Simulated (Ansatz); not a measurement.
# CH₈BCl₂NSi: how energies converge with the basis set

How large a basis does CH₈BCl₂NSi need? Two functionals are run in growing sets.

Method: one geometry, several basis sets; program: Ansatz 0.2.0, Gaussian basis.

Levels to be run: PBE0-D4/def2-SVP; ωB97M-V/def2-SVP; PBE0-D4/def2-QZVPP; ωB97M-V/def2-QZVPP; the functionals' def2-TZVPP values are taken from earlier runs.

### 1 Structure used throughout

The geometry comes from an earlier relaxation with PBE0-D4 in a triple-zeta def2 set; it is a stationary point, not always the lowest conformer.

14 atoms, charge 0, spin multiplicity 1.

Atoms are counted from 1 here; the program's logs count them from 0.

Bond lengths: C1–B2 1.585 Å, C1–H7 1.096 Å, C1–H8 1.095 Å, C1–H9 1.092 Å, B2–Cl3 1.866 Å, B2–Cl4 1.855 Å, B2–N5 1.625 Å, N5–Si6 1.829 Å, N5–H10 1.019 Å, N5–H11 1.018 Å, Si6–H12 1.475 Å, Si6–H13 1.486 Å, Si6–H14 1.468 Å. Angles: B2–C1–H7 112.1°, B2–C1–H8 111.9°, B2–C1–H9 110.1°, H7–C1–H8 108.3°, H7–C1–H9 107.0°, H8–C1–H9 107.0°, C1–B2–Cl3 113.0°, C1–B2–Cl4 113.4°, C1–B2–N5 110.5°, Cl3–B2–Cl4 111.7°, Cl3–B2–N5 103.4°, Cl4–B2–N5 104.0°, B2–N5–Si6 114.6°, B2–N5–H10 107.3°, B2–N5–H11 107.2°, Si6–N5–H10 109.5°, Si6–N5–H11 111.0°, H10–N5–H11 106.8° and more.

Geometry (Å):

```xyz
14

C    -1.1485   -1.5813    0.8522
B    -0.6786   -0.0957    0.5602
Cl    0.2481    0.6705    1.9868
Cl   -2.0465    1.0036   -0.0396
N     0.4056   -0.0704   -0.6494
Si    1.3374    1.4957   -0.8049
H    -0.3172   -2.2227    1.1650
H    -1.6269   -2.0383   -0.0207
H    -1.8821   -1.5912    1.6608
H     1.0564   -0.8381   -0.4900
H    -0.0966   -0.2834   -1.5093
H     2.5884    1.3241   -0.0424
H     1.6475    1.5721   -2.2561
H     0.5003    2.6261   -0.3839
```

### 2 PBE0-D4 in def2-SVP

Input file in.yaml:

```yaml
crystal:
  periodic: [false, false, false]
  atoms:
    - {symbol: C, position_ang: [-1.148480, -1.581348, 0.852177]}
    - {symbol: B, position_ang: [-0.678554, -0.095713, 0.560174]}
    - {symbol: Cl, position_ang: [0.248122, 0.670481, 1.986821]}
    - {symbol: Cl, position_ang: [-2.046503, 1.003645, -0.039567]}
    - {symbol: N, position_ang: [0.405573, -0.070418, -0.649422]}
    - {symbol: Si, position_ang: [1.337415, 1.495685, -0.804946]}
    - {symbol: H, position_ang: [-0.317226, -2.222723, 1.165018]}
    - {symbol: H, position_ang: [-1.626917, -2.038331, -0.020674]}
    - {symbol: H, position_ang: [-1.882130, -1.591223, 1.660759]}
    - {symbol: H, position_ang: [1.056384, -0.838148, -0.489984]}
    - {symbol: H, position_ang: [-0.096567, -0.283432, -1.509338]}
    - {symbol: H, position_ang: [2.588409, 1.324106, -0.042389]}
    - {symbol: H, position_ang: [1.647521, 1.572150, -2.256054]}
    - {symbol: H, position_ang: [0.500252, 2.626066, -0.383875]}
basis:
  gaussian: {orbitals: def2-SVP}
hamiltonian: {xc: pbe0, dispersion: d4}
output: {orbitals: {seedname: orbitals}}
```

On the command line:

```bash
$ ansatz run in.yaml --threads 8 --pin off --events-out ev --progress --plain --max-ram 20889MiB
```

Further steps of the session: ωB97M-V in def2-SVP; PBE0-D4 in def2-QZVPP; ωB97M-V in def2-QZVPP.

**Question.** What will the summary of the whole plan be? Wanted: PBE0-D4: double and triple zeta above quadruple; ωB97M-V: double and triple zeta above quadruple.

**Answer**, as computed:

```
                                       quantity           value
PBE0-D4: double and triple zeta above quadruple  16.16, 1.19 eV
ωB97M-V: double and triple zeta above quadruple  16.21, 1.13 eV
```

What this shows: For PBE0-D4 the step from double to triple zeta gains 14.97 eV and the next only 1.19 eV. These are total energies; as a rule much of such shifts cancels in differences, which this series doesn't test. The LUMO of ωB97M-V is positive and keeps falling with the basis (1.64 to 0.61 eV): an unbound level that the basis holds in place.
